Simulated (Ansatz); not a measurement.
Born–Oppenheimer molecular dynamics of a periodic cell of 16 atoms, WC (start crystal WC, start structure P-6m2, volume 1.05 times the crystal's). It goes on from the last frame of an earlier run, with new velocities.

All numbers below come from Ansatz, DFT LDA, scalar-relativistic, plane waves, PAW. Settings: accuracy low, PAW set soft_1, cutoff 420 eV, k mesh 2x2x2, fermi-dirac smearing 0.36 eV, no spin polarisation.

```json
{"ensemble": "NVT, Langevin thermostat", "time step": "0.75 fs", "steps asked": "400", "set temperature": "3360 K", "friction": "0.02 /fs", "temperature schedule": "300 steps to 300 K, then 100 steps to 300 K", "seed": "777939"}
```

Frames 15 fs apart, positions in Å.

Velocities at 97.5 fs (Å/ps):

```
W 1.01 0.56 -1.27
C -5.64 -9.60 -11.44
W -4.17 1.79 -4.11
C -9.97 -8.56 -11.66
W 5.57 3.74 -4.72
C 1.13 -21.29 14.44
W 4.24 -2.44 -4.41
C -7.38 1.86 4.90
W -0.36 2.30 6.91
C -6.84 -12.72 10.07
W -0.28 0.79 -1.54
C -7.67 -5.42 3.34
W -1.45 -1.75 0.37
C -22.91 17.75 -5.69
W -7.03 5.72 -0.01
C -3.21 -8.77 7.37
```

```xyz
16
Lattice="-2.9008 -5.0243 0.0000 4.3511 -2.5121 0.0000 0.0000 0.0000 5.6941" Properties=species:S:1:pos:R:3 time_fs=97.5 energy_less_start_eV=-0.309 T=2180
W 0.122 -4.830 0.186
C 1.394 -4.062 1.572
W 0.074 -4.935 2.855
C 1.688 -4.037 4.462
W -1.287 -2.468 0.021
C -0.136 -1.468 1.237
W -1.375 -2.693 2.752
C 0.021 -1.708 4.437
W 1.685 -2.298 -0.035
C 2.768 -1.659 1.536
W 1.603 -2.489 2.882
C 2.785 -1.674 4.244
W -0.077 0.139 -0.347
C -1.502 -4.209 1.327
W 0.170 -0.127 2.725
C -1.400 -4.205 4.097
16
Lattice="-2.9008 -5.0243 0.0000 4.3511 -2.5121 0.0000 0.0000 0.0000 5.6941" Properties=species:S:1:pos:R:3 time_fs=112.5 energy_less_start_eV=-2.675 T=2541
W 0.112 -4.831 0.166
C 1.503 -4.082 1.398
W 0.048 -4.940 2.812
C 1.541 -4.190 4.192
W -1.261 -2.456 -0.069
C 0.130 -1.704 1.532
W -1.302 -2.645 2.709
C 0.039 -1.741 4.149
W 1.669 -2.268 0.055
C 2.974 -1.700 1.488
W 1.577 -2.480 2.882
C 2.982 -1.558 4.125
W -0.061 0.115 -0.322
C -1.724 -3.991 1.223
W 0.037 -0.027 2.726
C -1.311 -4.293 4.243
16
Lattice="-2.9008 -5.0243 0.0000 4.3511 -2.5121 0.0000 0.0000 0.0000 5.6941" Properties=species:S:1:pos:R:3 time_fs=127.5 energy_less_start_eV=-1.956 T=2385
W 0.117 -4.851 0.104
C 1.703 -3.957 1.313
W 0.065 -4.943 2.794
C 1.523 -4.249 4.061
W -1.249 -2.462 -0.139
C 0.198 -1.774 1.415
W -1.280 -2.559 2.710
C 0.136 -1.679 3.978
W 1.656 -2.269 0.107
C 3.185 -1.441 1.231
W 1.526 -2.448 2.893
C 3.265 -1.401 4.059
W 0.004 0.049 -0.290
C -1.449 -4.230 1.219
W -0.074 0.053 2.735
C -1.349 -4.139 4.259
16
Lattice="-2.9008 -5.0243 0.0000 4.3511 -2.5121 0.0000 0.0000 0.0000 5.6941" Properties=species:S:1:pos:R:3 time_fs=142.5 energy_less_start_eV=-3.327 T=2751
W 0.133 -4.879 -0.011
C 1.855 -4.104 1.238
W 0.093 -4.921 2.814
C 1.619 -4.008 4.202
W -1.254 -2.443 -0.194
C 0.082 -1.520 1.225
W -1.285 -2.494 2.716
C 0.054 -1.506 4.391
W 1.631 -2.301 0.109
C 3.163 -1.378 1.334
W 1.510 -2.390 2.900
C 3.010 -1.517 4.274
W 0.095 0.027 -0.161
C -1.195 -4.194 1.481
W -0.134 0.121 2.737
C -1.472 -3.965 4.169
16
Lattice="-2.9008 -5.0243 0.0000 4.3511 -2.5121 0.0000 0.0000 0.0000 5.6941" Properties=species:S:1:pos:R:3 time_fs=157.5 energy_less_start_eV=-4.323 T=2732
W 0.145 -4.858 -0.085
C 1.603 -4.176 1.353
W 0.116 -4.866 2.878
C 1.600 -3.942 4.319
W -1.307 -2.425 -0.192
C 0.117 -1.401 1.471
W -1.306 -2.391 2.717
C 0.219 -1.551 4.162
W 1.597 -2.377 0.084
C 2.844 -1.540 1.542
W 1.493 -2.322 2.887
C 2.741 -1.625 4.365
W 0.163 0.046 -0.013
C -1.339 -4.008 1.460
W -0.111 0.153 2.754
C -1.448 -4.111 4.088
16
Lattice="-2.9008 -5.0243 0.0000 4.3511 -2.5121 0.0000 0.0000 0.0000 5.6941" Properties=species:S:1:pos:R:3 time_fs=172.5 energy_less_start_eV=-3.577 T=2100
W 0.130 -4.826 -0.140
C 1.232 -4.075 1.454
W 0.113 -4.814 2.919
C 1.564 -4.153 4.178
W -1.356 -2.406 -0.155
C 0.168 -1.628 1.466
W -1.351 -2.304 2.740
C 0.024 -1.463 4.134
W 1.604 -2.471 0.034
C 2.768 -1.440 1.523
W 1.466 -2.295 2.832
C 3.112 -1.495 4.267
W 0.203 0.078 0.076
C -1.511 -4.028 1.190
W -0.053 0.220 2.815
C -1.427 -4.072 4.269
16
Lattice="-2.9008 -5.0243 0.0000 4.3511 -2.5121 0.0000 0.0000 0.0000 5.6941" Properties=species:S:1:pos:R:3 time_fs=187.5 energy_less_start_eV=-4.306 T=1541
W 0.111 -4.811 -0.176
C 1.409 -3.853 1.460
W 0.070 -4.778 2.924
C 1.604 -4.058 4.125
W -1.368 -2.386 -0.106
C -0.061 -1.553 1.277
W -1.384 -2.274 2.756
C 0.005 -1.436 4.297
W 1.600 -2.538 -0.007
C 3.104 -1.396 1.291
W 1.434 -2.288 2.791
C 3.118 -1.502 4.400
W 0.180 0.083 0.081
C -1.382 -3.942 1.422
W 0.012 0.274 2.856
C -1.337 -3.907 4.261
16
Lattice="-2.9008 -5.0243 0.0000 4.3511 -2.5121 0.0000 0.0000 0.0000 5.6941" Properties=species:S:1:pos:R:3 time_fs=202.5 energy_less_start_eV=-4.489 T=1126
W 0.070 -4.808 -0.148
C 1.598 -4.043 1.507
W 0.031 -4.758 2.893
C 1.539 -3.809 4.202
W -1.369 -2.348 -0.064
C 0.044 -1.489 1.367
W -1.398 -2.257 2.753
C 0.189 -1.546 4.245
W 1.582 -2.545 -0.061
C 3.058 -1.461 1.309
W 1.420 -2.281 2.763
C 2.963 -1.546 4.270
W 0.144 0.105 0.030
C -1.269 -3.972 1.573
W 0.074 0.322 2.878
C -1.347 -3.983 4.134
16
Lattice="-2.9008 -5.0243 0.0000 4.3511 -2.5121 0.0000 0.0000 0.0000 5.6941" Properties=species:S:1:pos:R:3 time_fs=217.5 energy_less_start_eV=-6.098 T=1202
W 0.047 -4.823 -0.070
C 1.506 -4.117 1.341
W 0.025 -4.763 2.837
C 1.432 -4.057 4.169
W -1.345 -2.339 -0.023
C 0.191 -1.451 1.421
W -1.398 -2.233 2.772
C 0.089 -1.461 4.241
W 1.542 -2.485 -0.091
C 2.895 -1.471 1.489
W 1.436 -2.273 2.737
C 2.866 -1.471 4.176
W 0.102 0.139 -0.025
C -1.435 -4.077 1.283
W 0.086 0.330 2.870
C -1.446 -3.924 4.300
16
Lattice="-2.9008 -5.0243 0.0000 4.3511 -2.5121 0.0000 0.0000 0.0000 5.6941" Properties=species:S:1:pos:R:3 time_fs=232.5 energy_less_start_eV=-6.509 T=1077
W 0.035 -4.847 0.003
C 1.480 -3.975 1.256
W 0.037 -4.789 2.782
C 1.554 -4.141 4.289
W -1.327 -2.344 0.011
C 0.061 -1.385 1.323
W -1.403 -2.224 2.777
C -0.113 -1.383 4.193
W 1.510 -2.391 -0.099
C 2.918 -1.442 1.409
W 1.461 -2.288 2.749
C 2.959 -1.408 4.286
W 0.060 0.182 -0.083
C -1.409 -3.951 1.317
W 0.064 0.318 2.845
C -1.383 -3.914 4.241
16
Lattice="-2.9008 -5.0243 0.0000 4.3511 -2.5121 0.0000 0.0000 0.0000 5.6941" Properties=species:S:1:pos:R:3 time_fs=247.5 energy_less_start_eV=-6.515 T=552
W 0.032 -4.862 0.038
C 1.522 -3.870 1.435
W 0.050 -4.810 2.755
C 1.465 -3.954 4.270
W -1.331 -2.345 0.029
C -0.063 -1.348 1.363
W -1.400 -2.239 2.779
C 0.054 -1.425 4.177
W 1.488 -2.302 -0.088
C 2.980 -1.474 1.280
W 1.479 -2.298 2.784
C 3.003 -1.425 4.203
W 0.023 0.229 -0.119
C -1.301 -3.903 1.478
W 0.046 0.287 2.807
C -1.290 -3.959 4.109
16
Lattice="-2.9008 -5.0243 0.0000 4.3511 -2.5121 0.0000 0.0000 0.0000 5.6941" Properties=species:S:1:pos:R:3 time_fs=262.5 energy_less_start_eV=-6.919 T=635
W 0.053 -4.830 0.038
C 1.536 -3.990 1.393
W 0.062 -4.818 2.759
C 1.392 -3.897 4.226
W -1.375 -2.331 0.005
C 0.063 -1.385 1.385
W -1.398 -2.270 2.792
C 0.135 -1.479 4.244
W 1.488 -2.246 -0.072
C 2.952 -1.542 1.348
W 1.509 -2.314 2.798
C 2.888 -1.511 4.088
W -0.004 0.257 -0.124
C -1.443 -3.979 1.414
W 0.034 0.242 2.781
C -1.389 -3.986 4.236
```

Of the whole run (300 fs, mean temperature of the second half 1190 K): The schedule's set-point averaged 556 K over the second half and the system 1190 K, so it lags behind the ramp. A run of 0.3 ps of so small a system gives no equilibrium averages. Limits of this set-up: coarse k mesh, PAW files made for another functional, low accuracy level.

Time of the run: 14 min on 1 thread of Intel(R) Xeon(R) 6975P-C (Granite Rapids) (shared host), peak memory 0.55 GiB.
